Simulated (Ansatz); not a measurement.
# C2H5GeSi, SMILES [SiH2]C#[C][GeH3]: a geometry optimisation

Computed with Ansatz's Python interface.

`c2h5gesi.xyz`
```text
9

Si    0.15700    2.31720   -1.45940
C     0.12840    0.80670   -0.53170
C     0.11460   -0.21950    0.07950
Ge    0.24530   -1.82960    1.07070
H    -0.79930    2.21740   -2.63570
H    -0.35970    3.46800   -0.60360
H     1.61530   -2.46170    1.00890
H    -0.82040   -2.80900    0.45970
H    -0.19270   -1.53580    2.59450
```

Script `opt_c2h5gesi.py`:
```python
import warnings

import ansatz
import numpy as np

BASIS = 'def2-SVP'
XC = 'cam_b3lyp'

warnings.simplefilter('ignore', ansatz.DeckWarning)

molecule = ansatz.Crystal.molecule_from_extxyz('c2h5gesi.xyz')

base = (
    molecule.calculation()
    .basis(gaussian=BASIS)
    .functional(XC)
    .spin('collinear', total=1)
)
symbols = [site.symbol for site in molecule.cartesian_sites]
start = np.array([site.position_ang for site in molecule.cartesian_sites], dtype=float)
def progress(event):
    if event['event'] == 'relax_step':
        row = event['data']
        print(f'step {row["step"]:3d}  E = {row["lagrangian_ev"]:.6f} eV  largest force component {row["allowed_force_max_ev_ang"]:.4f} eV/A')


report = base.relax(force_tolerance=0.005).session().plan().execute(on_event=progress).report
end = np.array(report['positions_ang'])

print('reference energy %16.6f eV' % report['reference_energy_ev'])
print('total energy     %16.6f eV' % report['free_energy_ev'])
print('occupied orbitals outside the frozen core (up, down):', report['n_occupied'], ' frozen:', report['n_frozen'], ' virtual:', report['n_virtual'])

print('final positions (A) and the move of each atom')
for symbol, xyz, old in zip(symbols, end, start):
    print(f'{symbol:2s} {xyz[0]:10.5f} {xyz[1]:10.5f} {xyz[2]:10.5f}   {np.linalg.norm(xyz - old):7.4f}')

charges = report['charge_distribution']
dipole = np.array(charges['dipole_moment_e_ang']) * 4.803205
print('dipole (D): {:.3f} {:.3f} {:.3f}, length {:.3f}'.format(*dipole, np.linalg.norm(dipole)))
print('atom  Mulliken   Lowdin')
for symbol, m, l in zip(symbols, charges['mulliken_charges_e'], charges['lowdin_charges_e']):
    print(f'{symbol:4s} {m:9.3f} {l:8.3f}')
```

```console
$ python opt_c2h5gesi.py
step   1  E = -66538.737298 eV  largest force component 2.4049 eV/A
step   2  E = -66538.929454 eV  largest force component 0.4633 eV/A
step   3  E = -66538.944046 eV  largest force component 0.2317 eV/A
step   4  E = -66538.948341 eV  largest force component 0.0397 eV/A
step   5  E = -66538.948491 eV  largest force component 0.0407 eV/A
step   6  E = -66538.948733 eV  largest force component 0.0150 eV/A
step   7  E = -66538.948744 eV  largest force component 0.0040 eV/A
reference energy    -66538.948892 eV
total energy        -66538.948892 eV
occupied orbitals outside the frozen core (up, down): [32, 31]  frozen: 0  virtual: [71, 72]
final positions (A) and the move of each atom
Si    0.08321    2.35011   -1.46415    0.0809
C     0.04755    0.80692   -0.50914    0.0839
C     0.11508   -0.23946    0.11866    0.0440
Ge    0.20219   -1.86947    1.10091    0.0660
H    -0.74272    2.25245   -2.69649    0.0901
H    -0.29171    3.52145   -0.62880    0.0901
H     1.62532   -2.42750    1.00312    0.0361
H    -0.79694   -2.86034    0.49673    0.0675
H    -0.15347   -1.58047    2.56207    0.0677
dipole (D): 0.097 -0.483 0.276, length 0.564
atom  Mulliken   Lowdin
Si       0.273    0.322
C       -0.134   -0.199
C       -0.148   -0.102
Ge       0.332    0.263
H       -0.066   -0.073
H       -0.066   -0.073
H       -0.064   -0.046
H       -0.064   -0.046
H       -0.064   -0.046
```

Caveats:
- The settings weren't tested for convergence.
- The end point is the stationary point reached from this start; no frequency run checks that it is a minimum, and the basis set is modest.
- The species is open-shell (spin multiplicity 2).
- The Löwdin charges here are taken after orthogonalising the functions within each atom; they differ from plain Löwdin charges, and their signs can be unphysical.
- The whole script took 76 s on 1 thread of Arm Neoverse V1, with other jobs on the host, peak memory 0.47 GiB.

(Lines on the test bed's own set-up are left out of the output.)
